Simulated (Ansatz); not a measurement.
# Br₂GeH₃N: a ladder of functionals and wavefunction methods

An exercise on one series of results from a longer session: the logs are not shown, and one member is left open.

Method: functionals in def2-TZVPP, the program's frozen cores in correlated methods; program: Ansatz 0.2.0, Gaussian basis.

Plan: LDA (SPW92), PBE-D4, revPBE-D4, BLYP-D4, r2SCAN-D4, B97M-V, PBE0-D4, B3LYP-D4, r2SCANh-D4, r2SCAN0-D4, HSE06-D4, BHLYP-D4, CAM-B3LYP-D4, LC-ωPBE, ωB97X-V, ωB97M-V, B2PLYP, PBE-QIDH; CCSD(T)/def2-SVP; CCSD(T)/def2-TZVPP; MP2/def2-QZVPP; extrapolation to the limit; RPA on PBE.

## The relaxed structure

All runs share one geometry, relaxed beforehand with PBE0-D4 in a triple-zeta def2 set.

SMILES `[NH2][GeH]([Br])[Br]`, 7 atoms, charge 0, spin multiplicity 1.

Atoms are counted from 1 here; the program's logs count them from 0.

Bond lengths: N1–Ge2 1.814 Å, N1–H5 1.011 Å, N1–H6 1.012 Å, Ge2–Br3 2.291 Å, Ge2–Br4 2.316 Å, Ge2–H7 1.528 Å. Angles: Ge2–N1–H5 113.6°, Ge2–N1–H6 114.2°, H5–N1–H6 109.2°, N1–Ge2–Br3 106.0°, N1–Ge2–Br4 113.6°, N1–Ge2–H7 111.6°, Br3–Ge2–Br4 107.8°, Br3–Ge2–H7 110.8°, Br4–Ge2–H7 107.0°.

Coordinates:

```mol
Br2GeH3N
  3D, bonds by distance, orders not assigned

  7  6  0  0  0  0  0  0  0  0999 V2000
   -0.3102    1.1548    0.2752 N   0  0
    0.4342   -0.4340   -0.1843 Ge  0  0
    0.9360   -1.4901    1.7856 Br  0  0
   -0.9880   -1.8129   -1.3842 Br  0  0
   -1.0136    1.0793    0.9979 H   0  0
   -0.6881    1.6771   -0.5047 H   0  0
    1.6910   -0.2421   -1.0311 H   0  0
  1  2  8  0
  2  3  8  0
  2  4  8  0
  1  5  8  0
  1  6  8  0
  2  7  8  0
M  END
```

The first run:

File in.yaml:

```yaml
crystal:
  periodic: [false, false, false]
  atoms:
    - {symbol: N, position_ang: [-0.310231, 1.154816, 0.275177]}
    - {symbol: Ge, position_ang: [0.434205, -0.434049, -0.184296]}
    - {symbol: Br, position_ang: [0.935986, -1.490142, 1.785569]}
    - {symbol: Br, position_ang: [-0.988039, -1.812937, -1.384211]}
    - {symbol: H, position_ang: [-1.013622, 1.079281, 0.997870]}
    - {symbol: H, position_ang: [-0.688058, 1.677118, -0.504737]}
    - {symbol: H, position_ang: [1.690957, -0.242088, -1.031072]}
basis:
  gaussian: {orbitals: def2-TZVPP}
hamiltonian: {xc: lda}
output: {orbitals: {seedname: orbitals}}
```

Run with:

```
$ ansatz run in.yaml --threads 4 --pin off --events-out ev --progress --plain --max-ram 10444MiB
```

Steps of the session up to this table: LDA; PBE-D4 (GGA); revPBE-D4 (GGA); BLYP-D4 (GGA); r2SCAN-D4 (meta-GGA); B97M-V (meta-GGA); PBE0-D4 (hybrid); B3LYP-D4 (hybrid); r2SCANh-D4 (hybrid); r2SCAN0-D4 (hybrid); HSE06-D4 (hybrid); BHLYP-D4 (hybrid); CAM-B3LYP-D4 (range-separated); LC-ωPBE (range-separated); ωB97X-V (range-separated); ωB97M-V (range-separated); B2PLYP (double hybrid); PBE-QIDH (double hybrid).

One of the session's tables, all rows but one given; the rest of the session is left out.

It belongs to the step «Frontier levels by functional». 

| functional | HOMO (eV) | gap (eV) |
| --- | --- | --- |
| LDA (SPW92) | -6.88 | 4.61 |
| PBE-D4 | -6.71 | 4.72 |
| revPBE-D4 | -6.65 | 4.76 |
| BLYP-D4 | -6.56 | 4.61 |
| r2SCAN-D4 | -7.05 | 5.29 |
| B97M-V | -7.13 | 5.46 |
| PBE0-D4 | -8.11 | 7.03 |
| B3LYP-D4 | -7.84 | 6.45 |
| r2SCANh-D4 | -7.57 | 6.13 |
| r2SCAN0-D4 | -8.34 | 7.39 |
| HSE06-D4 | -7.71 | 6.26 |
| BHLYP-D4 | -9.34 | 9.23 |
| CAM-B3LYP-D4 | ? | ? |
| LC-ωPBE | -10.88 | 12.01 |
| ωB97X-V | -10.50 | 11.54 |
| ωB97M-V | -10.38 | 11.24 |

**Question.** Estimate the row for CAM-B3LYP-D4.

As computed: HOMO (eV): -9.47; gap (eV): 9.37. In the column «HOMO (eV)» it lies between ωB97M-V (-10.38) and BHLYP-D4 (-9.34).
